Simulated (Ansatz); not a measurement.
# CuO2 (Cmcm) in Ansatz: relaxation of cell and atoms with PBEsol

Aim: the relaxation of cell and atoms of CuO2 with PBEsol.

Everything below comes from runs of Ansatz 0.2.0. Logs are shortened: lines on timing, memory, paths and dates and some standing lists are left out, and cuts for length are marked.

## (1) The crystal as given

It takes space group Cmcm (No. 63, orthorhombic). The conventional cell has a = 2.825 Å, b = 10.421 Å, c = 4.343 Å, α = 90.00°, β = 90.00°, γ = 90.00°. Cu (site symmetry m2m) is surrounded by 4 O at 1.86 to 1.90 Å. O (site symmetry m2m) has 2 Cu at 1.90 Å as nearest neighbours. O (site symmetry m2m) is surrounded by 2 Cu at 1.86 Å.

The cell comes from a database or a generator and needn't be the stable form of this composition.

## (2) Relaxation of cell and atoms, PBEsol

The input, input.yaml:

```yaml
crystal:
  lattice:
    - [1.412615, -5.210747, 0.0]
    - [1.412615, 5.210747, 0.0]
    - [0.0, 0.0, 4.343424]
  atoms:
    - { symbol: Cu, position: [0.167253, 0.832747, 0.75] }
    - { symbol: Cu, position: [0.832747, 0.167253, 0.25] }
    - { symbol: O, position: [0.78897, 0.21103, 0.75] }
    - { symbol: O, position: [0.21103, 0.78897, 0.25] }
    - { symbol: O, position: [0.551486, 0.448514, 0.75] }
    - { symbol: O, position: [0.448514, 0.551486, 0.25] }
hamiltonian:
  xc: pbesol
  pseudopotentials: { kind: paw }
kpoints:
  mp_grid: { grid: [10, 10, 6] }
scf:
  occupations: { method: fermi_dirac, width: 0.05 }
output:
  forces: true
  stress: true
  eigenvalues: true
  write_density: true
  write_potential: true
  elf: true
  volumetric_format: npy
relax:
  f_tol: 0.01
  max_steps: 40
  cell: { stress_tol: 0.05 }
```

Potentials or basis: Ansatz PAW.

The run is started by

```bash
$ ansatz run input.yaml --threads 2 --pin off --max-ram 5632MiB --backend cpu --events-out ev --progress --plain --runs-dir out
```

What it wrote:

```text
Warning: RAYON_NUM_THREADS=2 ignored (pool sized by the plan → 2); use --threads N
Engine: ansatz 0.2.0, x86_64-unknown-linux-gnu
Pseudopotentials: kind: paw
Pseudopotential: Cu, paw, valence charge 19, recommended cutoff 420 eV (normal), Cu.paw.azcp
Pseudopotential: O, paw, valence charge 6, recommended cutoff 420 eV (normal), O.paw.azcp
Functional definition: PBEsol
  exchange = pbesol_x
  correlation = pbesol_c
Crystal: 6 atoms, lattice volume = 63.942 Å³
Basis set: ecut = 420 eV, 1259 PW (Γ), exchange–correlation on 80×80×60 points (8 copies of the dense FFT grid, shifted against one another)
Bands: 38, of which v1, the nominal top of the filled ones, is band 31 counted from 1 (30 counted from 0)
Symmetry: 8 space group operations
Space group: Cmcm (ITA 63), of the structure as read, at distance tolerance 4.0e-5 Å
k-points: 124 of 600
Non-local potential: Cu, projectors of the file, l = 0: 3, l = 1: 2, l = 2: 3, l = 3: 1
Non-local potential: O, projectors of the file, l = 0: 2, l = 1: 2, l = 2: 1
PAW form: soft (Blöchl's): semilocal exchange-correlation on the pseudo side does not see the compensation charge
PAW frozen core: Cu, regenerated for the run's functional, and the local potential with it (the file was generated under x = pbe(κ = 0.804, μ = 0.2195149727645171), c = pbe(β = 0.06672455060314922))
PAW frozen core: O, regenerated for the run's functional, and the local potential with it (the file was generated under x = pbe(κ = 0.804, μ = 0.2195149727645171), c = pbe(β = 0.06672455060314922))
PAW one-centre angular grid: Cu, 590 points (default); XC on 64 Gauss nodes
PAW one-centre angular grid: O, 110 points (default); XC on 64 Gauss nodes
Initial density: superposition of atomic densities (neutral atoms: chi_scale 0, normalization atom), corrected by the library's trained network
Initial wavefunctions: pseudopotential atomic-orbital guess
Functional: x = pbesol(κ = 0.804, μ = 0.12345679012345678), c = pbesol(β = 0.046)
SCF iter   1: F=—  HF=-15411.097390 eV  |F-HF|=—  |Δ(HF+E_count)|=         —  Δρ=1.56e-2  dr2=8.48e-2  ethr=1.77e-3  ⟨swp⟩=5.7  Hψ=18035  notcnv=0
preconditioner: auto → LDOS  [metal: Δε(μ)=0.003 eV  Ē_g=11.872 eV  σ=0.050 eV  W_gap=0.02  n_scr=14 (ndim 8)  ℏωp=31.5 eV  f_vac=0.120  D(μ)=4.48/eV (n_scr^D=44)  β→1.0]
SCF iter   2: F=—  HF=-15411.095567 eV  |F-HF|=—  |Δ(HF+E_count)|=   1.82e-3  Δρ=1.78e-2  dr2=9.97e-2  ethr=1.37e-4  ⟨swp⟩=2.0  Hψ=10417  notcnv=0
SCF iter   3: F=—  HF=-15411.067592 eV  |F-HF|=—  |Δ(HF+E_count)|=   2.80e-2  Δρ=6.39e-3  dr2=1.93e-2  ethr=1.37e-4  ⟨swp⟩=2.0  Hψ=9179  notcnv=0
SCF iter   4: F=—  HF=-15411.065651 eV  |F-HF|=—  |Δ(HF+E_count)|=   1.94e-3  Δρ=1.59e-3  dr2=1.05e-3  ethr=3.11e-5  ⟨swp⟩=1.9  Hψ=4930  notcnv=0
SCF iter   5: F=—  HF=-15411.065524 eV  |F-HF|=—  |Δ(HF+E_count)|=   1.27e-4  Δρ=4.75e-4  dr2=1.09e-4  ethr=1.69e-6  ⟨swp⟩=2.0  Hψ=6898  notcnv=0
SCF iter   6: F=—  HF=-15411.065516 eV  |F-HF|=—  |Δ(HF+E_count)|=   7.80e-6  Δρ=1.73e-4  dr2=1.54e-5  ethr=1.76e-7  ⟨swp⟩=1.0  Hψ=4712  notcnv=0
SCF iter   7: F=—  HF=-15411.065609 eV  |F-HF|=—  |Δ(HF+E_count)|=   9.29e-5  Δρ=6.95e-5  dr2=2.34e-6  ethr=2.49e-8  ⟨swp⟩=1.0  Hψ=4712  notcnv=0
SCF iter   8: F=—  HF=-15411.065609 eV  |F-HF|=—  |Δ(HF+E_count)|=   2.26e-7  Δρ=2.45e-5  dr2=2.59e-7  ethr=3.78e-9  ⟨swp⟩=1.0  Hψ=4713  notcnv=0
SCF iter   9: F=-15411.065609 eV  HF=-15411.065609 eV  |F-HF|=4.96e-8  |Δ(HF+E_count)|=   9.27e-9  Δρ=9.43e-6  dr2=5.00e-8  ethr=1.61e-10  ⟨swp⟩=7.1  Hψ=26557  notcnv=0
SCF 1 converged in 9 iterations: F = -15411.065609 eV  dr2 = 5.00e-8
relax step   1: F+E_penalty+E_count = -15411.06560895 eV  Δ(F+E_penalty+E_count) = +0.000e0 eV  max|allowed force component| = 5.173e-1 eV/Å  Δτ_max = 0.0000 Å  P = -8.724 GPa  Ω = 63.942 Å³  (9 SCF iters, dr2 threshold 1.00e-7 eV, accepted)
[... 175 lines left out ...]
SCF iter   3: F=—  HF=-15411.229166 eV  |F-HF|=—  |Δ(HF+E_count)|=   2.81e-5  Δρ=3.69e-4  dr2=5.89e-5  ethr=1.47e-7  ⟨swp⟩=2.0  Hψ=7557  notcnv=0
SCF iter   4: F=—  HF=-15411.229158 eV  |F-HF|=—  |Δ(HF+E_count)|=   7.68e-6  Δρ=1.35e-4  dr2=7.73e-6  ethr=9.50e-8  ⟨swp⟩=1.0  Hψ=4712  notcnv=0
SCF iter   5: F=—  HF=-15411.229155 eV  |F-HF|=—  |Δ(HF+E_count)|=   3.31e-6  Δρ=8.43e-5  dr2=2.86e-6  ethr=1.25e-8  ⟨swp⟩=1.0  Hψ=4712  notcnv=0
SCF iter   6: F=—  HF=-15411.229154 eV  |F-HF|=—  |Δ(HF+E_count)|=   3.32e-7  Δρ=1.93e-5  dr2=1.61e-7  ethr=4.61e-9  ⟨swp⟩=1.0  Hψ=4712  notcnv=0
SCF iter   7: F=-15411.229154 eV  HF=-15411.229154 eV  |F-HF|=1.55e-8  |Δ(HF+E_count)|=   1.02e-8  Δρ=6.82e-6  dr2=1.68e-8  ethr=8.59e-11  ⟨swp⟩=7.0  Hψ=26368  notcnv=0
SCF 15 converged in 7 iterations: F = -15411.229154 eV  dr2 = 1.68e-8
relax step  15: F+E_penalty+E_count = -15411.22915442 eV  Δ(F+E_penalty+E_count) = -7.352e-4 eV  max|allowed force component| = 3.409e-3 eV/Å  Δτ_max = 0.0020 Å  P = +0.003 GPa  Ω = 55.810 Å³  energy of the carried Pulay correction = +6.579e-4 eV  (7 SCF iters, dr2 threshold 5.33e-8 eV, accepted)
iter 1 solved again at ethr=1.41e-7 eV; its pass at ethr=3.10e-3 eV (dr2=8.72e-5 eV) is discarded
SCF iter   1: F=—  HF=-15411.228504 eV  |F-HF|=—  |Δ(HF+E_count)|=         —  Δρ=3.00e-5  dr2=9.95e-8  ethr=1.41e-7  ⟨swp⟩=3.1  Hψ=28895  notcnv=0
preconditioner: auto → LDOS  [metal: Δε(μ)=0.008 eV  Ē_g=12.405 eV  σ=0.050 eV  W_gap=0.04  n_scr=14 (ndim 8)  ℏωp=33.7 eV  f_vac=0.025  D(μ)=4.28/eV (n_scr^D=44)  β→1.0]
SCF iter   2: F=—  HF=-15411.228516 eV  |F-HF|=—  |Δ(HF+E_count)|=   1.21e-5  Δρ=8.44e-6  dr2=2.32e-8  ethr=1.61e-10  ⟨swp⟩=2.3  Hψ=8326  notcnv=0
SCF iter   3: F=—  HF=-15411.228516 eV  |F-HF|=—  |Δ(HF+E_count)|=   4.78e-9  Δρ=1.73e-6  dr2=6.65e-10  ethr=3.75e-11  ⟨swp⟩=2.0  Hψ=7311  notcnv=0
SCF iter   4: F=—  HF=-15411.228516 eV  |F-HF|=—  |Δ(HF+E_count)|=  4.73e-11  Δρ=1.74e-6  dr2=1.02e-9  ethr=1.00e-12  ⟨swp⟩=6.5  Hψ=24087  notcnv=0
SCF iter   5: F=-15411.228516 eV  HF=-15411.228516 eV  |F-HF|=1.09e-11  |Δ(HF+E_count)|=  2.13e-10  Δρ=1.84e-7  dr2=9.83e-12  ethr=1.00e-12  ⟨swp⟩=4.1  Hψ=23665  notcnv=0
SCF 16 converged in 5 iterations: F = -15411.228516 eV  dr2 = 9.83e-12
relax step  16: F+E_penalty+E_count = -15411.22851597 eV  Δ(F+E_penalty+E_count) = +6.385e-4 eV  max|allowed force component| = 3.488e-3 eV/Å  Δτ_max = 0.0000 Å  P = -0.005 GPa  Ω = 55.810 Å³  stress off target by 4.28e-2 GPa  SCF on the basis re-selected at this cell (its energy is not comparable with the rows above)  (5 SCF iters)
basis re-selected at this cell: Δ(F+E_penalty+E_count) = +6.385e-4 eV, ΔP = -0.008 GPa vs the last step (what re-selecting the basis moved, of the pressure what is left beyond the Pulay correction that the steps carried, after the strain that the cell walked since its last selection, with what the two solves' SCF thresholds leave and, on support functions, any second-order correction that the steps lacked; it is no measure of the basis error at this ecutwfc). This SCF's stress stands 4.28e-2 GPa from its target on what of the cell is left free (relax.cell.stress_tol is 5.00e-2 GPa) and its largest allowed force component is 3.49e-3 eV/Å (relax.f_tol is 1.00e-2 eV/Å): within both
SCF converged after 5 iterations
Free energy (F): -15411.228516 eV
Harris-Foulkes:  -15411.228516 eV  (|F-HF|=1.09e-11)
Internal energy: -15411.192439 eV  (E = F + TS)
E sigma→0 (E₀):  -15411.210478 eV
Entropy (-TS):   -0.036077 eV (-6.013 meV/atom)
Fermi energy:    9.842972 eV
--- Per-component energies (eV) ---
  E_band       = -979.081182
  E_kinetic    = 1277.874518
  E_local      = -11106.062869  (includes V_loc(G=0)·N_el)
  E_nonlocal   = 953.978331
  E_hartree    = 4741.681848
  E_xc         = -465.827514
  E_vxc        = -599.946617  (∫ρ·V_xc dr)
  E_paw        = -3832.191955  (= ΣΔE_a)
  E_vpaw       = -988.297462  (= ΣTr[D̂ρ^β])
  E_aug_tail   = 0.009422  (compensation charges beyond the density's cutoff)
  E_ewald      = -6981.207777
  E_core_change = 0.553556  (= ΣΔE_core)
  E_smearing   = -0.036077  (= −TS)
  E_closure    = -0.000000  (closes the sum)
  Σ components = -15411.228516   (vs F -15411.228516, Δ=0.00e0)
--- Forces (eV/Å), atoms counted from 1 ---
  atom   1  Cu    -0.00000000     0.00348810    -0.00000000
  atom   2  Cu     0.00000000    -0.00348810     0.00000000
  atom   3  O     -0.00000000    -0.00126655    -0.00000000
  atom   4  O      0.00000000     0.00126655     0.00000000
  atom   5  O      0.00000000    -0.00082330     0.00000000
  atom   6  O     -0.00000000     0.00082330    -0.00000000
  max |Σ_I F_I| component: 2.17e-19 eV/Å
--- Stress (GPa, compression-positive) ---
        0.030077       0.000000      -0.000000
        0.000000      -0.001960      -0.000000
       -0.000000      -0.000000      -0.042821
  P = ⅓ Tr σ = -0.0049 GPa (-0.049 kbar)
--- Band table (eV; the first three rows and the last of 124) ---
  k-point 0: bands = ["-103.5383", "-103.5377", "-61.2546", "-61.2526", "-61.1582", "-61.1540", "-60.6604", "-60.6549", "-10.2320", "-8.4783", "-7.9854", "-6.9989", "2.8583", "3.0841", "3.4636", "3.8722", "3.9805", "4.1921", "6.3642", "6.5559", "6.5720", "6.7971", "7.0419", "7.2046", "7.2676", "7.7905", "8.0470", "8.3439", "8.4095", "8.8249", "8.8756", "10.3077", "10.5438", "10.7599", "15.7509", "20.0515", "20.3957", "21.2109"]
  k-point 1: bands = ["-103.5383", "-103.5377", "-61.2545", "-61.2527", "-61.1579", "-61.1542", "-60.6601", "-60.6553", "-10.1028", "-8.3857", "-8.1584", "-7.1093", "2.6680", "3.2314", "3.3883", "3.8793", "3.9760", "4.6656", "6.1452", "6.4696", "6.5217", "6.6902", "7.0668", "7.2312", "7.3421", "7.3891", "7.8017", "8.3353", "8.4374", "9.0171", "9.6212", "10.2651", "10.3427", "10.7258", "16.1636", "19.8256", "20.0353", "21.9562"]
  k-point 2: bands = ["-103.5381", "-103.5378", "-61.2541", "-61.2531", "-61.1571", "-61.1550", "-60.6591", "-60.6563", "-9.7364", "-8.6167", "-8.1286", "-7.3952", "2.6040", "3.1657", "3.5900", "3.9003", "3.9595", "5.1167", "5.5118", "6.3435", "6.4667", "6.5451", "7.1208", "7.1306", "7.5612", "7.5734", "7.7999", "8.2078", "8.5187", "9.3919", "9.4935", "10.2294", "10.4288", "10.6399", "17.1898", "19.5237", "19.5746", "21.1026"]
  k-point 123: bands = ["-103.5380", "-103.5380", "-61.2536", "-61.2536", "-61.1561", "-61.1561", "-60.6577", "-60.6577", "-8.8654", "-8.8654", "-8.2167", "-8.2167", "4.0138", "4.0138", "4.0238", "4.0238", "4.1346", "4.1346", "5.3550", "5.3550", "6.2853", "6.2853", "6.9627", "6.9627", "7.4220", "7.4220", "7.6414", "7.6414", "8.9034", "8.9034", "10.0153", "10.0153", "10.7750", "10.7750", "19.1663", "19.1663", "19.8787", "19.8787"]
--- Relaxed structure (13 steps of the walk, 13 accepted, 3 SCFs on fresh bases) ---
  F+E_penalty+E_count = -15411.22851597 eV   max|allowed force component| = 3.488e-3 eV/Å   (the final SCF, on the basis selected at the relaxed cell)
  cell:  # Å, volume = 55.8096 Å³
    - [1.4128970574200135, -4.842366596425277, 3.8085501256191796e-17]
    - [1.4128970574200135, 4.842366596425277, -3.8085501256191784e-17]
    - [1.1557830481079145e-32, -3.1746212243306685e-17, 4.078598979617646]
  atoms:
    - { symbol: Cu, position: [0.15926655711743015, 0.8407334428825699, 0.7499999999999999] }
    - { symbol: Cu, position: [0.8407334428825699, 0.15926655711743015, 0.25] }
    - { symbol: O, position: [0.7905885982252285, 0.20941140177477152, 0.7499999999999999] }
    - { symbol: O, position: [0.20941140177477152, 0.7905885982252285, 0.25] }
    - { symbol: O, position: [0.532552977177377, 0.4674470228226229, 0.7499999999999999] }
    - { symbol: O, position: [0.4674470228226229, 0.532552977177377, 0.25] }
```

Wall time 1.8 min (2 threads of Intel Xeon Platinum 8375C at 2.90GHz (Ice Lake), shared host); peak memory 0.61 GiB.

What came out:

```
Free energy                            : -15411.2285 eV
Relaxed volume                         : 9.30 Å³/atom
Relaxed cell                           : a = 5.044 Å, b = 5.044 Å, c = 4.079 Å, α = 90.00°, β = 90.00°, γ = 147.47°
Space group after relaxing (to 0.05 Å) : Cmcm (No. 63)
Energy gained by relaxing              : 27.2 meV/atom
Ionic steps                            : 16
Pressure after relaxing                : 0.0 GPa
Largest force after relaxing           : 0.003 eV/Å
Band gap on the k mesh                 : none (metal or under the smearing width)
```

Forces on the atoms (eV/Å):
```
Cu   0.000  0.003  0.000
Cu   0.000 -0.003  0.000
O    0.000 -0.001  0.000
O    0.000  0.001  0.000
O    0.000 -0.001  0.000
O    0.000  0.001  0.000
```

The path:
```csv
step,energy change (eV),largest force (eV/Å),volume (Å³)
1,0.0000,0.5173,63.94
2,-0.1238,0.2581,60.37
3,-0.1720,0.2093,56.26
4,-0.1703,0.0990,57.88
5,-0.1746,0.0748,57.51
6,-0.1767,0.0502,57.34
7,-0.1824,0.0204,56.71
8,-0.1830,0.0089,56.66
9,-0.1829,0.0076,56.67
10,-0.1829,0.0007,56.67
11,-0.1607,0.0025,56.67
12,-0.1677,0.0068,55.78
13,-0.1671,0.0071,55.92
14,-0.1628,0.0069,55.92
15,-0.1635,0.0034,55.81
16,-0.1629,0.0035,55.81
```

Final structure:
```xyz
6
Lattice="1.4129 -4.8424 0.0000 1.4129 4.8424 0.0000 0.0000 0.0000 4.0786" Properties=species:S:1:pos:R:3 pbc="T T T"
Cu    1.4129    3.2999    3.0589
Cu    1.4129   -3.2999    1.0196
O     1.4129   -2.8143    3.0589
O     1.4129    2.8143    1.0196
O     1.4129   -0.3153    3.0589
O     1.4129    0.3153    1.0196
```

Caveat: the plane-wave basis is chosen anew once the cell has moved, so the energies of steps on either side of that aren't comparable; the pressure holds a Pulay correction of +1.0 GPa for the finite cutoff; the run has no spin polarisation, though such a crystal can be magnetic; semilocal functionals often make such compounds metallic where correlation or magnetic order opens a gap, which also shifts bond lengths; the PAW data sets come from PBE, with cores solved anew for the run's functional, which leaves a small shift of forces and pressure. With open d or f shells a metallic result of PBEsol can be an artefact of self-interaction; +U or a hybrid may open a gap.

## (3) The reference run

An earlier run on the cell as given: functional PBEsol; potentials or basis Ansatz PAW; cutoff 420 eV (not typed: the program's choice for these potentials); k mesh 10 × 10 × 6; occupations fermi-dirac, width 0.05 eV; no spin polarisation.

- Pressure: -8.7 GPa
- Largest force: 0.517 eV/Å
- Band gap on the k mesh: none (metal or under the smearing width)
